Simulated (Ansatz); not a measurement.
# C2H5F2NSi: molecular dynamics

Aim: follow the molecule's vibrations and see whether its bonds hold. The start is relaxed first. Runs: 597 steps of 0.5 fs under a Langevin thermostat at 200 K. SMILES of the start: F[Si]1(F)CCN1.

Program: Ansatz 0.2.0. Level of theory: RKS PBE-D4/STO-3G. These are calculated values, not measurements.

**1. The starting structure**

Bond lengths: F1–Si2 1.571 Å, Si2–F3 1.563 Å, Si2–C4 1.799 Å, C4–C5 1.521 Å, Si2–N6 1.711 Å, C5–N6 1.482 Å, C4–H7 1.083 Å, C4–H8 1.126 Å, C5–H9 1.146 Å, C5–H10 1.064 Å, N6–H11 1.000 Å. Angles (14 of 21 angles, heavy atoms first): F1–Si2–F3 114.6°, F1–Si2–C4 121.0°, F1–Si2–N6 112.2°, F3–Si2–C4 115.3°, F3–Si2–N6 110.4°, C4–Si2–N6 76.8°, Si2–C4–C5 88.9°, C4–C5–N6 93.2°, Si2–N6–C5 93.6°, Si2–C4–H7 117.0°, Si2–C4–H8 116.5°, C5–C4–H7 115.9°, C5–C4–H8 111.9°, C4–C5–H9 115.9°.

Structure file:

```xyz
11

F    -0.1173   -0.5462    2.4019
Si    0.3820   -0.7519    0.9264
F     1.4082   -1.9162    0.7439
C    -0.7142   -0.4656   -0.4707
C    -0.2631    0.9870   -0.4892
N     0.9915    0.6934    0.2428
H    -0.5206   -1.0330   -1.3731
H    -1.8186   -0.5605   -0.2700
H    -0.9076    1.7185    0.1125
H    -0.1132    1.4175   -1.4501
H     1.7384    0.4001   -0.3537
```

**2. Preparing the start**

The input, input.yaml:

```yaml
crystal:
  periodic: [false, false, false]
  atoms:
    - { symbol: F, position_ang: [-0.1173, -0.5462, 2.4019] }
    - { symbol: Si, position_ang: [0.382, -0.7519, 0.9264] }
    - { symbol: F, position_ang: [1.4082, -1.9162, 0.7439] }
    - { symbol: C, position_ang: [-0.7142, -0.4656, -0.4707] }
    - { symbol: C, position_ang: [-0.2631, 0.987, -0.4892] }
    - { symbol: "N", position_ang: [0.9915, 0.6934, 0.2428] }
    - { symbol: H, position_ang: [-0.5206, -1.033, -1.3731] }
    - { symbol: H, position_ang: [-1.8186, -0.5605, -0.27] }
    - { symbol: H, position_ang: [-0.9076, 1.7185, 0.1125] }
    - { symbol: H, position_ang: [-0.1132, 1.4175, -1.4501] }
    - { symbol: H, position_ang: [1.7384, 0.4001, -0.3537] }
basis:
  gaussian: { orbitals: STO-3G }
hamiltonian:
  xc: pbe
  dispersion: d4
relax:
  f_tol: 0.02
  max_steps: 40
```

On the command line:

```sh
ansatz run input.yaml --threads 1 --pin off --max-ram 2048MiB --backend cpu --events-out ev --progress --plain --runs-dir out
```

The log of the run, cut to the lines that bear on the results:

```text
Warning: RAYON_NUM_THREADS=1 ignored (pool sized by the plan → 1); use --threads N
[...]
Functional definition: PBE
[...]
584 factors; integrals over basis functions are off by at most 1.2e-5 eV
[...]
mean field -16726.81005097 eV, -614.6989315340 hartree, gradient 2.2e-5 eV, S^2 0.000000; 0 other end points of the search recorded, 0 dependent functions left out
[...]
reference -16726.81007187 eV, -614.6989323020 hartree; 28, 28 occupied and 11, 11 virtual orbitals, 584 factors
relax step   1: F+E_penalty+E_count = -16727.05306708 eV  Δ(F+E_penalty+E_count) = +0.000e0 eV  max|allowed force component| = 5.994e0 eV/Å  Δτ_max = 0.0000 Å  (23 SCF iters, accepted)
[...]
relax step   3: F+E_penalty+E_count = -16728.41194646 eV  Δ(F+E_penalty+E_count) = -2.295e-1 eV  max|allowed force component| = 4.404e-1 eV/Å  Δτ_max = 0.1216 Å  (26 SCF iters, accepted)
[...]
relax step   5: F+E_penalty+E_count = -16728.36290103 eV  Δ(F+E_penalty+E_count) = +6.105e-2 eV  max|allowed force component| = 1.751e0 eV/Å  Δτ_max = 0.0926 Å  (25 SCF iters, rejected (line search))
[...]
relax step   7: F+E_penalty+E_count = -16728.49649004 eV  Δ(F+E_penalty+E_count) = -1.528e-2 eV  max|allowed force component| = 2.638e-1 eV/Å  Δτ_max = 0.0999 Å  (25 SCF iters, accepted)
[...]
relax step   9: F+E_penalty+E_count = -16728.52707227 eV  Δ(F+E_penalty+E_count) = -9.151e-3 eV  max|allowed force component| = 7.584e-1 eV/Å  Δτ_max = 0.1950 Å  (26 SCF iters, accepted)
[...]
relax step  10: F+E_penalty+E_count = -16728.53815106 eV  Δ(F+E_penalty+E_count) = -1.108e-2 eV  max|allowed force component| = 3.391e-1 eV/Å  Δτ_max = 0.0324 Å  (26 SCF iters, accepted)
[...]
584 factors; integrals over basis functions are off by at most 1.4e-5 eV
mean field -16728.31078711 eV, -614.7540825698 hartree, gradient 2.0e-5 eV, S^2 0.000000; 0 other end points of the search recorded, 0 dependent functions left out
[...]
reference -16728.31080839 eV, -614.7540833519 hartree; 28, 28 occupied and 11, 11 virtual orbitals, 584 factors
```

**3. The output, continued: start relaxed**

The log, continued, cut to the lines that bear on the results:

```text
relax step  11: F+E_penalty+E_count = -16728.54508215 eV  Δ(F+E_penalty+E_count) = -6.931e-3 eV  max|allowed force component| = 2.103e-1 eV/Å  Δτ_max = 0.0864 Å  (25 SCF iters, accepted)
[...]
relax step  17: F+E_penalty+E_count = -16728.55830381 eV  Δ(F+E_penalty+E_count) = -6.682e-5 eV  max|allowed force component| = 2.321e-2 eV/Å  Δτ_max = 0.0060 Å  (22 SCF iters, accepted)
[...]
relax step  18: F+E_penalty+E_count = -16728.55833222 eV  Δ(F+E_penalty+E_count) = -2.841e-5 eV  max|allowed force component| = 4.872e-3 eV/Å  Δτ_max = 0.0024 Å  (20 SCF iters, accepted)
584 factors; integrals over basis functions are off by at most 1.5e-5 eV
mean field -16728.32367075 eV, -614.7545560350 hartree, gradient 2.2e-5 eV, S^2 0.000000; 1 other end points of the search recorded, 0 dependent functions left out
[...]
Atom 1 at     0.442065    -0.831838     0.863051 Å, force     0.001405    -0.003435     0.004872 eV/Å
Atom 2 at     1.529663    -1.992924     0.432820 Å, force    -0.003936     0.002836     0.000496 eV/Å
Atom 3 at    -0.950248    -0.432082    -0.357318 Å, force     0.000936    -0.000892    -0.000030 eV/Å
Atom 4 at    -0.170948     0.906947    -0.661104 Å, force     0.000864     0.002158    -0.000162 eV/Å
Atom 5 at     0.805189     0.879988     0.517956 Å, force     0.000462    -0.001531    -0.001739 eV/Å
Atom 6 at    -1.065082    -1.083937    -1.240309 Å, force     0.001185     0.000819    -0.001496 eV/Å
Atom 7 at    -1.944587    -0.253931     0.087987 Å, force     0.000643     0.000952    -0.000593 eV/Å
Atom 8 at    -0.816332     1.817065    -0.645173 Å, force    -0.000828    -0.000064     0.000133 eV/Å
Atom 9 at     0.327786     0.866753    -1.659185 Å, force    -0.001716    -0.001314    -0.000546 eV/Å
Atom 10 at     1.774853     1.199763     0.236502 Å, force    -0.000071     0.001648    -0.000316 eV/Å
Dipole moment:     0.066778    -0.122641    -0.209106 e Å
```

It took 54 s on 1 thread of Arm Neoverse V1, shared host; peak memory 0.15 GiB.

The steps of the relaxation:

```
step  energy from step 1 (eV)  largest force component (eV/Å)
   1                   0.0000                          5.9944
   2                  -1.1293                          1.5444
   3                  -1.3589                          0.4404
   4                  -1.3709                          0.8557
  5x                  -1.3098                          1.7508
   6                  -1.4281                          0.1842
   7                  -1.4434                          0.2638
   8                  -1.4649                          0.2110
   9                  -1.4740                          0.7584
  10                  -1.4851                          0.3391
  11                  -1.4920                          0.2103
  12                  -1.4996                          0.1572
  13                  -1.5036                          0.1688
  14                  -1.5036                          0.1315
  15                  -1.5051                          0.0261
  16                  -1.5052                          0.0247
  17                  -1.5052                          0.0232
  18                  -1.5053                          0.0049
```

Step 1 is the start. 1 step was tried and not accepted (marked x).

After: Bond lengths: F1–Si2 1.640 Å, Si2–F3 1.648 Å, Si2–C4 1.894 Å, C4–C5 1.579 Å, Si2–N6 1.784 Å, C5–N6 1.531 Å, C4–H7 1.104 Å, C4–H8 1.104 Å, C5–H9 1.116 Å, C5–H10 1.116 Å, N6–H11 1.059 Å. Angles (14 of 21 angles, heavy atoms first): F1–Si2–F3 104.3°, F1–Si2–C4 121.5°, F1–Si2–N6 113.6°, F3–Si2–C4 117.7°, F3–Si2–N6 119.4°, C4–Si2–N6 79.8°, Si2–C4–C5 86.6°, C4–C5–N6 98.7°, Si2–N6–C5 92.1°, Si2–C4–H7 117.9°, Si2–C4–H8 115.9°, C5–C4–H7 113.5°, C5–C4–H8 112.7°, C4–C5–H9 113.8°.

**4. Dynamics**

597 steps of 0.5 fs under a Langevin thermostat at 200 K, from the relaxed start.

The input, input.yaml:

```yaml
crystal:
  periodic: [false, false, false]
  atoms:
    - { symbol: F, position_ang: [0.133141, -1.132703, 2.445472] }
    - { symbol: Si, position_ang: [0.442065, -0.831838, 0.863051] }
    - { symbol: F, position_ang: [1.529663, -1.992924, 0.43282] }
    - { symbol: C, position_ang: [-0.950248, -0.432082, -0.357318] }
    - { symbol: C, position_ang: [-0.170948, 0.906947, -0.661104] }
    - { symbol: "N", position_ang: [0.805189, 0.879988, 0.517956] }
    - { symbol: H, position_ang: [-1.065082, -1.083937, -1.240309] }
    - { symbol: H, position_ang: [-1.944587, -0.253931, 0.087987] }
    - { symbol: H, position_ang: [-0.816332, 1.817065, -0.645173] }
    - { symbol: H, position_ang: [0.327786, 0.866753, -1.659185] }
    - { symbol: H, position_ang: [1.774853, 1.199763, 0.236502] }
basis:
  gaussian: { orbitals: STO-3G }
hamiltonian:
  xc: pbe
  dispersion: d4
md:
  timestep: 0.5
  n_steps: 597
  ensemble: nvt_langevin
  temperature: 200.0
  initial_velocities: maxwell_boltzmann
  seed: 449168
  friction: 0.5
```

On the command line:

```sh
ansatz run input.yaml --threads 1 --pin off --max-ram 2048MiB --backend cpu --events-out ev --progress --plain --runs-dir out
```

The log of the run, cut to the lines that bear on the results:

```text
Warning: RAYON_NUM_THREADS=1 ignored (pool sized by the plan → 1); use --threads N
[...]
[... 1 set-up line as earlier in the session ...]
[...]
577 factors; integrals over basis functions are off by at most 1.1e-5 eV
[...]
mean field -16728.32359633 eV, -614.7545533002 hartree, gradient 5.9e-5 eV, S^2 0.000000; 0 other end points of the search recorded, 0 dependent functions left out
[...]
reference -16728.32361784 eV, -614.7545540905 hartree; 28, 28 occupied and 11, 11 virtual orbitals, 577 factors
md step     0: t =     0.00 fs  T =   181.8 K  F+E_penalty+E_count = -16728.55825779 eV  E_kin = 0.258520 eV  (24 SCF iters)
[...]
md step    25: t =    12.50 fs  T =   184.8 K  F+E_penalty+E_count = -16728.42080186 eV  E_kin = 0.262699 eV  (27 SCF iters)
[...]
md step    50: t =    25.00 fs  T =   143.4 K  F+E_penalty+E_count = -16728.40528223 eV  E_kin = 0.203874 eV  (21 SCF iters)
[...]
md step    75: t =    37.50 fs  T =   138.3 K  F+E_penalty+E_count = -16728.47817267 eV  E_kin = 0.196655 eV  (21 SCF iters)
[...]
md step    99: t =    49.50 fs  T =   242.7 K  F+E_penalty+E_count = -16728.41483246 eV  E_kin = 0.345141 eV  (25 SCF iters)
md step   100: t =    50.00 fs  T =   240.5 K  F+E_penalty+E_count = -16728.40392613 eV  E_kin = 0.342012 eV  (28 SCF iters)
```

**5. More of the same log: dynamics from the start**

The log, continued, cut to the lines that bear on the results:

```text
md step   101: t =    50.50 fs  T =   221.2 K  F+E_penalty+E_count = -16728.38707883 eV  E_kin = 0.314467 eV  (26 SCF iters)
[...]
md step   133: t =    66.50 fs  T =   188.9 K  F+E_penalty+E_count = -16728.31025447 eV  E_kin = 0.268647 eV  (22 SCF iters)
[...]
md step   165: t =    82.50 fs  T =   162.4 K  F+E_penalty+E_count = -16728.38907504 eV  E_kin = 0.230943 eV  (21 SCF iters)
[...]
md step   197: t =    98.50 fs  T =   188.9 K  F+E_penalty+E_count = -16728.25922273 eV  E_kin = 0.268621 eV  (26 SCF iters)
[...]
md step   229: t =   114.50 fs  T =   216.3 K  F+E_penalty+E_count = -16728.36981351 eV  E_kin = 0.307494 eV  (26 SCF iters)
md step   230: t =   115.00 fs  T =   158.7 K  F+E_penalty+E_count = -16728.38347701 eV  E_kin = 0.225644 eV  (27 SCF iters)
md step   231: t =   115.50 fs  T =   145.8 K  F+E_penalty+E_count = -16728.39334710 eV  E_kin = 0.207308 eV  (21 SCF iters)
```

**6. The output, continued: dynamics from the start**

Output, continued, cut to the lines that bear on the results:

```text
md step   232: t =   116.00 fs  T =   187.6 K  F+E_penalty+E_count = -16728.40502420 eV  E_kin = 0.266776 eV  (20 SCF iters)
[...]
md step   255: t =   127.50 fs  T =   173.1 K  F+E_penalty+E_count = -16728.37304147 eV  E_kin = 0.246130 eV  (27 SCF iters)
[...]
md step   278: t =   139.00 fs  T =   186.0 K  F+E_penalty+E_count = -16728.39320978 eV  E_kin = 0.264506 eV  (27 SCF iters, 3 dispersion substeps)
[...]
md step   301: t =   150.50 fs  T =   288.5 K  F+E_penalty+E_count = -16728.40963282 eV  E_kin = 0.410209 eV  (27 SCF iters, 3 dispersion substeps)
[...]
md step   596: t =   298.00 fs  T =   223.0 K  F+E_penalty+E_count = -16728.37106520 eV  E_kin = 0.317133 eV  (28 SCF iters)
[...]
md step   597: t =   298.50 fs  T =   235.8 K  F+E_penalty+E_count = -16728.36336677 eV  E_kin = 0.335299 eV  (24 SCF iters)
Total energy: -16728.36338836 eV, -614.7560156304 hartree
[...]
Atom 1 at     0.417667    -0.859492     0.918480 Å, force     0.309944     0.074492    -0.310912 eV/Å
Atom 2 at     1.471955    -2.062251     0.570446 Å, force     0.360830    -0.220842    -0.319494 eV/Å
Atom 3 at    -0.948836    -0.545248    -0.339237 Å, force    -1.005629     1.712383     1.724077 eV/Å
Atom 4 at    -0.130507     0.758458    -0.706666 Å, force     0.725479    -0.850739    -1.680059 eV/Å
Atom 5 at     0.762935     0.862810     0.498702 Å, force     1.011596    -0.465364     1.073327 eV/Å
Atom 6 at    -1.212990    -1.161151    -1.169853 Å, force     0.118795    -1.145076    -1.164890 eV/Å
Atom 7 at    -1.931922    -0.276991     0.158495 Å, force     0.899455    -0.076381    -0.359245 eV/Å
Atom 8 at    -0.738903     1.646093    -0.861098 Å, force    -0.685153     0.945602    -0.039982 eV/Å
Atom 9 at     0.463024     0.608251    -1.666101 Å, force    -0.531276    -0.022009     0.481247 eV/Å
Atom 10 at     1.787047     1.101652     0.253062 Å, force    -0.812858    -0.008910    -0.106775 eV/Å
Dipole moment:     0.051340    -0.133220    -0.197451 e Å
```

Wall time 24 min (1 thread of Arm Neoverse V1, shared host); peak memory 0.096 GiB.

**7. What the atoms did**

The trajectory, every 30 steps (energies from step 0):

```
time (fs)  T (K)  potential energy change (meV/atom)
      0.0    182                                 0.0
     15.0    187                                15.8
     30.0    164                                12.8
     45.0    166                                12.0
     60.0    185                                 7.5
     75.0    209                                17.7
     90.0    191                                14.5
    105.0    261                                23.3
    120.0    243                                17.0
    135.0    183                                18.4
    150.0    206                                13.3
    165.0    224                                23.4
    180.0    159                                12.2
    195.0    312                                21.1
    210.0    155                                21.1
    225.0    196                                18.3
    240.0    187                                22.6
    255.0    171                                16.5
    270.0    247                                18.1
    285.0    223                                16.6
    298.5    236                                17.7
```

time (fs), T (K) and a bar:
```
      0.0        182 #############
     13.0        152 #########
     26.0        101 
     39.0        203 #################
     52.0        173 ############
     65.0        216 ###################
     78.0        158 #########
     91.0        157 #########
    104.0        225 ####################
    117.0        213 ###################
    130.0        172 ############
    143.0        236 ######################
    155.5        153 #########
    168.5        142 #######
    181.5        102 
    194.5        283 ##############################
    207.5        100 
    220.5        260 ##########################
    233.5        127 ####
    246.5        154 #########
    259.5        175 ############
    272.5        116 ###
    285.5        197 ################
    298.5        236 ######################
```

**8. Positions and forces**

Extended XYZ, with forces in eV/Å:

```xyz
11
time_fs=37.5 T=138 dE=0.0801
F     0.181   -1.135    2.458   -0.250   -0.074    0.933
Si    0.441   -0.848    0.892   -0.059   -0.281   -1.041
F     1.524   -2.008    0.460    0.093   -0.104   -0.062
C    -0.964   -0.491   -0.334   -0.649    0.383   -0.164
C    -0.182    0.838   -0.694   -0.579    0.719    0.902
N     0.830    0.843    0.478   -0.032    0.239   -0.101
H    -1.134   -1.139   -1.225    0.046    0.059    0.480
H    -1.949   -0.222    0.137    0.546   -0.421   -0.334
H    -0.855    1.754   -0.628    0.529   -0.595   -0.173
H     0.293    0.837   -1.691    0.119   -0.158   -0.335
H     1.808    0.984    0.102    0.237    0.234   -0.106
11
time_fs=74.5 T=183 dE=0.1967
F     0.167   -1.134    2.503   -0.205    0.089    0.367
Si    0.413   -0.840    0.921    1.470   -0.794   -1.376
F     1.560   -2.014    0.472   -1.055    0.912    0.434
C    -0.947   -0.473   -0.364   -0.616    0.953    1.909
C    -0.139    0.843   -0.700   -0.284    0.410   -0.885
N     0.907    0.845    0.423   -1.111   -0.244    1.018
H    -1.001   -1.156   -1.198   -0.397   -0.638   -0.700
H    -1.957   -0.269    0.119    0.882   -0.283   -0.887
H    -0.775    1.787   -0.680    0.441   -0.681    0.015
H     0.332    0.772   -1.729   -0.335    0.103    0.592
H     1.845    0.840   -0.020    1.210    0.172   -0.488
11
time_fs=112.0 T=169 dE=0.2651
F     0.197   -1.148    2.493   -0.141    0.118   -0.208
Si    0.420   -0.851    0.889    1.390    0.040    0.352
F     1.533   -1.971    0.426   -0.034   -0.263    0.027
C    -0.964   -0.506   -0.330    0.080    0.864    0.436
C    -0.130    0.811   -0.659    0.733    0.405   -0.425
N     0.928    0.846    0.463   -1.452   -0.865    0.864
H    -1.012   -1.133   -1.228   -0.347   -0.445    0.040
H    -1.978   -0.323    0.141    0.889   -0.047   -0.801
H    -0.778    1.700   -0.581   -0.167    0.570   -0.420
H     0.455    0.802   -1.633   -1.236   -0.107    0.239
H     1.879    1.030    0.048    0.285   -0.267   -0.104
11
time_fs=149.0 T=266 dE=0.1630
F     0.189   -1.166    2.507    0.096    0.154   -0.101
Si    0.463   -0.829    0.923    0.920   -0.504   -0.409
F     1.542   -2.003    0.403   -0.617    0.461    0.374
C    -0.975   -0.455   -0.262    0.560    0.062   -0.609
C    -0.132    0.839   -0.658   -0.104    0.740    0.901
N     0.932    0.861    0.475   -0.597   -0.395   -0.351
H    -1.056   -1.189   -1.115   -0.144    0.665    0.642
H    -1.978   -0.214    0.150    0.265   -0.153   -0.081
H    -0.658    1.819   -0.591   -0.567   -0.225   -0.203
H     0.305    0.797   -1.667    0.220   -0.325   -0.522
H     1.872    1.116    0.036   -0.033   -0.481    0.359
11
time_fs=186.5 T=209 dE=0.2108
F     0.206   -1.154    2.521   -0.130    0.140   -0.034
Si    0.426   -0.835    0.926    0.451   -0.560   -0.510
F     1.549   -1.983    0.460   -0.539    0.373    0.161
C    -0.993   -0.438   -0.292    1.326   -1.146   -1.290
C    -0.149    0.834   -0.700    0.603   -0.187   -0.465
N     0.895    0.861    0.484   -1.346   -0.088   -0.163
H    -1.091   -1.100   -1.205   -0.184    0.246    1.113
H    -1.967   -0.244    0.154   -0.577    0.310    0.084
H    -0.815    1.721   -0.678    0.294    0.497   -0.153
H     0.330    0.730   -1.763   -0.751    0.189    1.709
H     1.857    0.879    0.071    0.852    0.227   -0.451
11
time_fs=224.0 T=206 dE=0.1837
F     0.227   -1.136    2.557   -0.078    0.322   -1.026
Si    0.405   -0.835    0.918   -0.283   -1.451    1.183
F     1.466   -2.011    0.469    0.054   -0.082   -0.063
C    -0.993   -0.496   -0.325   -0.683    0.621    0.093
C    -0.131    0.834   -0.679   -0.782   -0.886   -0.941
N     0.848    0.822    0.515    0.395    0.703   -0.860
H    -1.137   -1.196   -1.194    0.341    0.458    0.566
H    -2.029   -0.271    0.088    1.150   -0.097   -0.298
H    -0.764    1.757   -0.692    0.163   -0.035    0.033
H     0.292    0.697   -1.738    0.045    0.306    1.187
H     1.852    0.954    0.166   -0.323    0.142    0.126
11
time_fs=261.0 T=214 dE=0.1618
F     0.210   -1.124    2.536   -0.165    0.105   -0.680
Si    0.392   -0.885    0.900    0.382    0.189    0.818
F     1.494   -2.029    0.500    0.140   -0.387   -0.191
C    -0.977   -0.468   -0.325    1.010   -0.018   -0.951
C    -0.120    0.848   -0.717    0.570   -2.481    1.102
N     0.831    0.792    0.505    0.130    0.670   -0.520
H    -1.184   -1.210   -1.133    0.055    0.552    0.197
H    -1.889   -0.186    0.174   -1.133    0.254    0.296
H    -0.701    1.753   -0.736   -0.892    1.308   -0.064
H     0.431    0.750   -1.674   -0.109   -0.147   -0.296
H     1.812    1.027    0.170    0.013   -0.047    0.289
11
time_fs=298.5 T=236 dE=0.1949
F     0.206   -1.108    2.507   -0.391    0.057    0.703
Si    0.418   -0.860    0.918    0.310    0.074   -0.311
F     1.472   -2.062    0.570    0.361   -0.221   -0.320
C    -0.949   -0.545   -0.339   -1.006    1.712    1.724
C    -0.131    0.758   -0.707    0.726   -0.851   -1.680
N     0.763    0.863    0.499    1.012   -0.465    1.073
H    -1.213   -1.161   -1.170    0.119   -1.145   -1.165
H    -1.932   -0.277    0.159    0.899   -0.076   -0.359
H    -0.739    1.646   -0.861   -0.685    0.946   -0.040
H     0.463    0.608   -1.666   -0.531   -0.022    0.481
H     1.787    1.102    0.253   -0.813   -0.009   -0.107
```

**9. Outcome**

```
                        quantity                         value
         relaxation of the start      16 moves, 1.505 eV lower
                          length           597 steps of 0.5 fs
temperature, first and last step                 182 and 236 K
        temperature, second half  mean 195 K, from 98 to 358 K
   potential energy, second half   +18 meV/atom from the start
          bonds formed or broken                             0
```

**Reading.** Against a set 200 K the second half averages 195 K with a spread of 49 K. A friction of 0.5 per fs wipes out velocities within 2 fs: the temperature is held, but the motion is overdamped and says nothing of rates. No bond forms or breaks. 298 fs on 11 atoms is far too short and small for converged averages. The nuclei move classically, without zero-point motion, which matters most for hydrogen. The basis is very small, so the numbers are rough.
